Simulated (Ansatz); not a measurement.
# C3H7NOSi: the cost of one run

Method: RKS revPBE-D4/def2-SVP, in Ansatz 0.2.0.

## 1. The starting structure

Bond lengths: C1–C2 1.370 Å, C2–O3 1.270 Å, O3–Si4 1.650 Å, C2–C5 1.553 Å, Si4–C5 1.931 Å, C5–N6 1.486 Å, C1–H7 1.034 Å, C1–H8 1.084 Å, Si4–H9 1.525 Å, Si4–H10 1.433 Å, C5–H11 1.066 Å, N6–H12 1.008 Å, N6–H13 0.989 Å. Angles (14 of 22 angles, heavy atoms first): C1–C2–O3 127.3°, C1–C2–C5 130.7°, O3–C2–C5 102.0°, C2–O3–Si4 101.5°, O3–Si4–C5 75.4°, C2–C5–Si4 80.7°, C2–C5–N6 110.6°, Si4–C5–N6 119.3°, C2–C1–H7 121.6°, C2–C1–H8 114.8°, O3–Si4–H9 112.3°, O3–Si4–H10 114.1°, C5–Si4–H9 113.8°, C5–Si4–H10 114.7°.

Structure file:

```xyz
13

C     0.0970   -2.0263   -0.3286
C     0.4056   -0.6987   -0.1943
O     1.5387   -0.1962    0.0827
Si    1.2322    1.4172   -0.0783
C    -0.4805    0.5672   -0.3451
N    -1.4982    0.6262    0.7366
H     0.8122   -2.7641   -0.2102
H    -0.9333   -2.2290   -0.5959
H     1.3498    2.1635    1.2462
H     1.7987    2.0055   -1.2557
H    -0.9167    0.7467   -1.3007
H    -2.2195   -0.0676    0.6129
H    -1.1654    0.4208    1.6453
```

## 2. End point A

File input.yaml:

```yaml
crystal:
  periodic: [false, false, false]
  atoms:
    - { symbol: C, position_ang: [0.097, -2.0263, -0.3286] }
    - { symbol: C, position_ang: [0.4056, -0.6987, -0.1943] }
    - { symbol: O, position_ang: [1.5387, -0.1962, 0.0827] }
    - { symbol: Si, position_ang: [1.2322, 1.4172, -0.0783] }
    - { symbol: C, position_ang: [-0.4805, 0.5672, -0.3451] }
    - { symbol: "N", position_ang: [-1.4982, 0.6262, 0.7366] }
    - { symbol: H, position_ang: [0.8122, -2.7641, -0.2102] }
    - { symbol: H, position_ang: [-0.9333, -2.229, -0.5959] }
    - { symbol: H, position_ang: [1.3498, 2.1635, 1.2462] }
    - { symbol: H, position_ang: [1.7987, 2.0055, -1.2557] }
    - { symbol: H, position_ang: [-0.9167, 0.7467, -1.3007] }
    - { symbol: H, position_ang: [-2.2195, -0.0676, 0.6129] }
    - { symbol: H, position_ang: [-1.1654, 0.4208, 1.6453] }
basis:
  gaussian: { orbitals: def2-SVP }
hamiltonian:
  xc: revpbe
  dispersion: d4
relax:
  f_tol: 0.015
  max_steps: 40
output:
  orbitals: {}
```

On the command line:

```bash
$ ansatz run input.yaml --threads 2 --pin off --max-ram 3072MiB --backend cpu --events-out ev --progress --plain --runs-dir out
```

What time and memory should one allow on 2 threads of Arm Neoverse V2, shared host?

About 34 s, with a peak of 0.17 GiB.
